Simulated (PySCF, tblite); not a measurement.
**C₆H₁₇GaO: geometry, infrared bands and NMR shifts**

Aim: predict the infrared bands and NMR shifts of C₆H₁₇GaO (`C[O+]([GaH3-])CC(C)(C)C`).

The runs use tblite 0.8.0 and PySCF 2.14.0, with density-fitted response routines of our own; the level of theory stands in each step. All values are computed, except where a source is named. Atoms are numbered from 0 throughout.

## 1. The starting structure

25 atoms, charge 0, multiplicity 1; geometry from: force field or distance geometry start.

Bonds of the start (Å): C0–O1 1.43, O1–Ga2 1.85, O1–C3 1.36, C3–C4 1.48, C4–C5 1.54, C4–C6 1.54, C4–C7 1.48, C0–H8 1.09, C0–H9 1.11, C0–H10 1.10, Ga2–H11 1.61, Ga2–H12 1.60, Ga2–H13 1.60, C3–H14 1.13, C3–H15 1.11, C5–H16 1.12, C5–H17 1.12, C5–H18 1.09, C6–H19 1.10, C6–H20 1.09, C6–H21 1.12, C7–H22 1.10, C7–H23 1.14, C7–H24 1.11.

## 2. Relaxing the molecule with GFN2-xTB

The job: settings as JSON, then the geometry in Å.

```
{"job": {"kind": "relax", "xc": "GFN2-xTB", "basis": "xTB"}, "charge": 0, "multiplicity": 1}
C      2.163500     0.131800    -1.606400
O      1.171700     0.625200    -0.709000
Ga     2.144400     0.784600     0.854500
C      0.202900    -0.331600    -0.691800
C     -0.988900    -0.148500     0.167000
C     -1.792300     1.108900    -0.198000
C     -1.956500    -1.283600    -0.218700
C     -0.846100    -0.237600     1.636800
H      1.687700     0.006400    -2.576700
H      2.407500    -0.890200    -1.238800
H      3.045500     0.793100    -1.607400
H      1.566600     1.996500     1.747800
H      3.678200     1.005200     0.457100
H      1.968000    -0.567200     1.701300
H      0.721900    -1.304400    -0.460000
H     -0.166200    -0.416300    -1.737300
H     -2.852100     0.864100     0.078800
H     -1.429200     1.986000     0.405700
H     -1.684400     1.294000    -1.265000
H     -2.866800    -1.241000     0.404400
H     -2.179200    -1.211900    -1.284000
H     -1.392400    -2.229200    -0.037900
H     -0.329600    -1.128500     2.033500
H     -1.873500    -0.286800     2.133900
H     -0.412000     0.705100     2.019500
```

Command:

```
$ OMP_NUM_THREADS=1 python probes_run.py task.json out
```

This one command runs all jobs of the session in turn.

**Question.** This job is followed by: GFN2-xTB harmonic vibrations, gas phase; GIAO PBE0/pcSseg-1 NMR shielding, non-relativistic, gas phase. Predict these results of the whole session: strongest single infrared mode (GFN2-xTB); zero-point energy (GFN2-xTB); ¹³C shifts against TMS (PBE0/pcSseg-1, means over atoms taken as alike); ¹H shifts against TMS (PBE0/pcSseg-1, means over atoms taken as alike); ¹⁷O shifts against H2O (PBE0/pcSseg-1); shieldings of Ga (PBE0/pcSseg-1).

The runs gave:

| quantity | value |
| --- | --- |
| strongest single infrared mode (GFN2-xTB) | 1707 cm⁻¹, 612 km/mol |
| zero-point energy (GFN2-xTB) | 131.2 kcal/mol |
| ¹³C shifts against TMS (PBE0/pcSseg-1, means over atoms taken as alike) | 88.2, 66.4, 37.3, 29.2 ppm |
| ¹H shifts against TMS (PBE0/pcSseg-1, means over atoms taken as alike) | 4.85, 3.83, 3.55, 1.18 ppm |
| ¹⁷O shifts against H2O (PBE0/pcSseg-1) | 2.4 ppm |
| shieldings of Ga (PBE0/pcSseg-1) | Ga2 1411.8 ppm |

What this shows: Relaxing lowered the energy by 1.389 eV in 223 steps; the close pair that moved most is O1–Ga2, from 1.848 to 2.073 Å. All 69 modes are real, so the xTB geometry is a minimum. The strongest single mode, at 1707 cm⁻¹, moves mainly H12 and H11. GFN2-xTB is a fitted tight-binding method: band positions and strengths are rough. Its intensities can rank the bands wrongly. The most deshielded carbon is C3 (sp3 CH2 bonded to O), at 88.2 ppm: deshielded by the electronegative neighbour. At PBE0/pcSseg-1: The largest span, 224 ppm, is at Ga2, where the paramagnetic term is -1227 ppm. Spin-orbit coupling is left out, which matters for shieldings and couplings at and beside the heavy atoms.
